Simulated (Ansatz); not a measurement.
# Cl₂H₂O₃W: geometry optimisation

What shape does Cl₂H₂O₃W take? The plan is to relax it.

Computed with Ansatz 0.2.0, Gaussian basis. Level: RKS PBE0-D4/def2-TZVP.

Plan: relaxation at PBE0-D4/def2-TZVP.

1 further run of the same task is left out (set aside as unsound or not needed).

## 1. The system as given

SMILES `[O]=[W]([OH])([OH])([Cl])[Cl]`, 8 atoms, charge 0, spin multiplicity 1.

Atoms are counted from 1 here; the program's logs count them from 0.

Bond lengths: O1–W2 1.676 Å, W2–O3 1.820 Å, W2–O4 1.821 Å, W2–Cl5 2.329 Å, W2–Cl6 2.329 Å, O3–H7 0.967 Å, O4–H8 0.967 Å. Angles: O1–W2–O3 106.4°, O1–W2–O4 106.3°, O1–W2–Cl5 102.6°, O1–W2–Cl6 102.4°, O3–W2–O4 147.3°, O3–W2–Cl5 86.4°, O3–W2–Cl6 86.3°, O4–W2–Cl5 86.5°, O4–W2–Cl6 86.7°, Cl5–W2–Cl6 154.9°, W2–O3–H7 170.4°, W2–O4–H8 169.5°.

The start is a GFN2-xTB geometry. W takes the def2 core potential; no spin-orbit term is included.

## 2. Optimising with PBE0-D4/def2-TZVP

File in.yaml:

```yaml
crystal:
  periodic: [false, false, false]
  atoms:
    - {symbol: O, position_ang: [-1.393340, 1.253780, -0.057280]}
    - {symbol: W, position_ang: [-0.147100, 0.134610, -0.005700]}
    - {symbol: O, position_ang: [-0.399630, -0.846680, 1.506690]}
    - {symbol: O, position_ang: [0.867880, 0.432090, -1.487500]}
    - {symbol: Cl, position_ang: [1.505310, 1.268640, 1.180000]}
    - {symbol: Cl, position_ang: [-1.052540, -1.678420, -1.153900]}
    - {symbol: H, position_ang: [-0.664500, -1.275520, 2.332100]}
    - {symbol: H, position_ang: [1.283930, 0.711510, -2.314390]}
basis:
  gaussian: {orbitals: def2-TZVP}
hamiltonian: {xc: pbe0, dispersion: d4}
relax: {f_tol: 0.005, max_steps: 150}
```

Started as:

```console
$ ansatz run in.yaml --threads 2 --pin off --events-out ev --progress --plain --max-ram 22528MiB --backend cuda --devices 0, --max-vram 18GiB
```

Q: Predict the results of all the runs planned. Wanted: point group; shift from the start; total energy; dispersion term; dipole moment.

The runs gave:

```
                  quantity           value
               point group              Cs
                     steps              32
shift from the start (rms)         0.448 Å
              total energy  -33039.9889 eV
           dispersion term        -236 meV
             dipole moment          2.58 D
```

**Reading.** The relaxed geometry lies 0.45 Å (rms) from the start; the bond that changed most is W2–Cl5, from 2.329 to 2.279 Å. No vibrations were run, so it is not proven to be a minimum. The largest Mulliken charge, +1.43 e, sits on W2.
